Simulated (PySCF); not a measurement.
Molecule: C3OH2, in a box.

```
CELL_PARAMETERS angstrom
11.00000 0.00000 0.00000
0.00000 13.00000 0.00000
0.00000 0.00000 13.00000
ATOMIC_POSITIONS crystal
C 0.44341 0.58408 0.43861
C 0.46759 0.51772 0.49963
C 0.50113 0.44076 0.57447
O 0.44732 0.36114 0.58640
H 0.42058 0.64209 0.38402
H 0.58179 0.46070 0.62121
```

Base run:

* Program: PySCF 2.14.0
* Functional: SCAN
* Potentials or basis: 6-31g* (all-electron)
* k mesh: 1 × 1 × 1
* Occupations: fixed
* Spin: no spin polarisation

Its results: gap between the frontier levels 3.88 eV.

Q: The run is repeated on the same cell with these changes: functional from SCAN to BLYP. What comes out?

A: Gap between the frontier levels 3.36 eV.

SCAN gives the wider gap, since meta-GGAs in the generalised Kohn-Sham scheme recover part of the derivative discontinuity.

Caveats: this is a molecule in a periodic box at the Γ point, so its band gap is the HOMO-LUMO gap; the basis of atomic orbitals isn't converged, which shifts pressures, moduli and gaps.

